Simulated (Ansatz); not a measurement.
# Ni: the cost of one run

Computed with Ansatz 0.2.0 (DFT r2SCAN, scalar-relativistic, plane waves, PAW, unless a step's input says otherwise).

### 1 Starting point

The structure is hexagonal, space group P6_3/mmc (No. 194). Conventional cell: a = 2.529 Å, b = 2.529 Å, c = 8.264 Å, α = 90.00°, β = 90.00°, γ = 120.00°. Cu (site symmetry -3m) is surrounded by 12 Cu at 2.53 Å. Cu (site symmetry -6m2) has 12 Cu at 2.53 Å as nearest neighbours.

Structure file:

```
Cu
1.0
     2.52934    0.00000    0.00000
    -1.26467    2.19047    0.00000
     0.00000    0.00000    8.26394
Cu
4
Direct
  0.00000 0.00000 0.00000
  0.33333 0.66667 0.25000
  0.00000 0.00000 0.50000
  0.66667 0.33333 0.75000
```

It goes back to an entry of the Materials Project, which need not be the stable form.

This cell was relaxed beforehand with the same method: volume 11.45 Å³/atom, gap on the mesh none (metal).

### 2 Swap Cu → Ni

The start of Ni: fractional positions of relaxed Cu, cell scaled by 0.959, a guess from tabulated radii. Atoms that may carry a moment start with parallel spins.

### 3 A first look at the start (Ni)

input.yaml reads:

```yaml
crystal:
  lattice:
    - [2.4256962701, 0.0, 0.0]
    - [-1.2128481351, 2.1007145918, 0.0]
    - [0.0, 0.0, 7.9253133165]
  atoms:
    - { symbol: Ni, position: [0.0, 0.0, 0.0], spin: 2.0 }
    - { symbol: Ni, position: [0.3333333333, 0.6666666667, 0.25], spin: 2.0 }
    - { symbol: Ni, position: [0.0, 0.0, 0.5], spin: 2.0 }
    - { symbol: Ni, position: [0.6666666667, 0.3333333333, 0.75], spin: 2.0 }
basis:
  ecutwfc: 500
kpoints:
  mp_grid: { grid: [12, 12, 2] }
hamiltonian:
  xc: r2scan
scf:
  occupations: { method: gaussian, width: 0.1 }
  lower_state_search: "off"
output:
  forces: true
  stress: true
  eigenvalues: true
  populations: true
magnetization:
  spin_polarized: true
```

On the command line:

```console
$ ansatz run input.yaml --threads 1 --pin off --max-ram 2560MiB --backend cpu --events-out ev --progress --plain --runs-dir out
```

**Question.** How long does this run take on 1 thread of Intel Xeon at 2.50GHz (Skylake/Cascade Lake), shared host, and how much memory does it need?

About 71 s, with a peak of 0.51 GiB.
